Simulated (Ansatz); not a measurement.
# TiAsS4: the cost of one run

Computed with Ansatz 0.2.0 (DFT PBE, scalar-relativistic, plane waves, PAW, unless a step's input says otherwise).

### 1 Starting point

Symmetry: F-43m, No. 216, cubic system. Conventional cell: a = 8.334 Å, b = 8.334 Å, c = 8.334 Å, α = 90.00°, β = 90.00°, γ = 90.00°. Ti (site symmetry -43m) has 12 S at 3.46 Å and 4 As at 3.61 Å as nearest neighbours. Around As (site symmetry -43m) lie 12 S at 3.46 Å and 4 Ti at 3.61 Å. S (site symmetry 3m) has 6 S at 2.95 Å and 3 Ti at 3.46 Å and 3 As at 3.46 Å as nearest neighbours.

As a file:

```
Ti As S
1.0
     0.00000    4.16689    4.16689
     4.16689    0.00000    4.16689
     4.16689    4.16689    0.00000
Ti As S
1 1 4
Direct
  0.75000 0.75000 0.75000
  0.00000 0.00000 0.00000
  0.37500 0.37500 0.87500
  0.37500 0.87500 0.37500
  0.87500 0.37500 0.37500
  0.37500 0.37500 0.37500
```

Recipe of the guess: species swapped into a database cell of ZrZnNi4 (F-43m, No. 216), with As on the Zr sites, Ti on the Zn sites and S on the Ni sites. Lengths come from tabulated atomic sizes and are only a guess.

### 2 The guess as it stands, on a coarse mesh

input.yaml reads:

```yaml
crystal:
  lattice:
    - [0.0, 4.16688731, 4.16688731]
    - [4.16688731, 0.0, 4.16688731]
    - [4.16688731, 4.16688731, 0.0]
  atoms:
    - { symbol: Ti, position: [0.75, 0.75, 0.75], spin: 1.0 }
    - { symbol: As, position: [0.0, 0.0, 0.0] }
    - { symbol: S, position: [0.375, 0.375, 0.875] }
    - { symbol: S, position: [0.375, 0.875, 0.375] }
    - { symbol: S, position: [0.875, 0.375, 0.375] }
    - { symbol: S, position: [0.375, 0.375, 0.375] }
basis:
  ecutwfc: 420
kpoints:
  mp_grid: { grid: [4, 4, 4] }
hamiltonian:
  xc: pbe
scf:
  occupations: { method: gaussian, width: 0.1 }
  lower_state_search: "off"
output:
  forces: true
  stress: true
  eigenvalues: true
  populations: true
magnetization:
  spin_polarized: true
```

The run is started by

```sh
$ ansatz run input.yaml --threads 1 --pin off --max-ram 2560MiB --backend cpu --events-out ev --progress --plain --runs-dir out
```

Q: Estimate wall time and peak memory on 1 thread of Arm Neoverse V2, shared host.

About 24 s, with a peak of 0.39 GiB.
